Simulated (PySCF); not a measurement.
Runs of PySCF 2.14.0 on C2FCl2H3. The cell holds a molecule in a box, 8 atoms: a = 12.000 Å, b = 13.000 Å, c = 13.000 Å, α = 90.00°, β = 90.00°, γ = 90.00°. 

```tsv
task	level	frozen core bands	conv_tol	grid for exchange and correlation	three-body dispersion term	exxdiv	gap on the mesh (eV)
atomic charges	RPBE+D3	-	1e-07 Ha	Becke, atom-centred	no	-	(a)
atomic charges	B3LYP+D3	-	1e-07 Ha	Becke, atom-centred	no	ewald	8.32
MP2 correlation energy	HF	13	1e-08 Ha	-	-	ewald	16.64
atomic charges	HSE03+D3	-	1e-07 Ha	Becke, atom-centred	no	ewald	8.10
```

Alike in all rows: potentials or basis cc-pvdz (all-electron); no spin polarisation; cell as given; k mesh 1 × 1 × 1; smearing fixed.

Task: Estimate the missing entries.

Result: (a) 6.33.

Caveats: this is a molecule in a periodic box at the Γ point, so its band gap is the HOMO-LUMO gap; the basis of atomic orbitals isn't converged, which shifts pressures, moduli and gaps; the basis is small and the box finite, so much correlation energy is missing and levels can be off by tenths of an eV (some runs); this program's HSE differs a little from the usual definition (some runs).

